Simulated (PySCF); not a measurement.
**InBi+: from the state search to spectroscopic constants**

An exercise on one series of results from a longer session: the logs are not shown, and one member is left open.

The runs use PySCF 2.14.0; In def2-SVP with ECP28, Bi def2-SVP with ECP60, scalar-relativistic core potentials.

The first run:

The job is set up so:

```json
{
 "atoms": "In, Bi",
 "charge": "1",
 "basis": "In def2-SVP with ECP28, Bi def2-SVP with ECP60",
 "Hamiltonian": "scalar-relativistic core potentials",
 "basis functions": "52",
 "electrons treated": "43",
 "masses in u": "114.9039, 208.9804",
 "levels": "PBE0, PBE, r²SCAN, MN15, B3LYP, TPSSh, CAM-B3LYP, HF, MP2, SCS-MP2, CCSD, CCSD(T)",
 "grid": "80 radial by 434 angular points",
 "occupations": "held fixed by the projection of orbital angular momentum",
 "dissociation limit": "In+ + Bi, each in its ground configuration",
 "starting distance in angstrom": "2.950",
 "values of 2S to try": "1, 3"
}
```

Started as:

```sh
$ OMP_NUM_THREADS=1 python dia.py task.json out
```

Steps of the session up to this table: Set-up; PBE0 along the bond; Other states along the same grid; PBE; r²SCAN (meta-GGA); MN15; B3LYP (global hybrid GGA); TPSSh (hybrid meta-GGA); CAM-B3LYP; UHF; Correlated methods on the Hartree–Fock reference.

One of the session's tables, all rows but one given; the rest of the session is left out.

It belongs to the step «The curves together». Energy (eV) from each level's lowest point:

```
R (Å)    UHF  UHF-MP2  UHF-SCS-MP2  UHF-CCSD  UHF-CCSD(T)
2.765  0.550    0.376        0.428       n/a          n/a
2.893  0.315    0.183        0.221     0.207        0.189
3.022  0.169    0.075        0.101     0.088        0.076
3.119  0.098    0.031        0.048     0.038        0.030
3.215  0.052    0.008        0.018     0.011        0.007
3.311      ?        ?            ?         ?            ?
3.440  0.004    0.005        0.000     0.003        0.007
3.601  0.000    0.028        0.014     0.024        0.033
3.794  0.012    0.067        0.044     0.061        0.075
4.051  0.039    0.123        0.091       n/a          n/a
```

**Question.** Estimate the row for R (Å) = 3.311.

Worked estimate for «UHF». A straight line through the neighbours (3.215, 0.052) and (3.440, 0.004) gives 0.052 + (0.004 − 0.052) × (3.311 − 3.215) / (3.440 − 3.215) = 0.032; a parabola fitted to 4 rows on both sides gives 0.025.

The run gave: UHF: 0.023; UHF-MP2: 0.000; UHF-SCS-MP2: 0.003; UHF-CCSD: 0.000; UHF-CCSD(T): 0.000. In «UHF» the line misses by +0.009 and the parabola by +0.002.
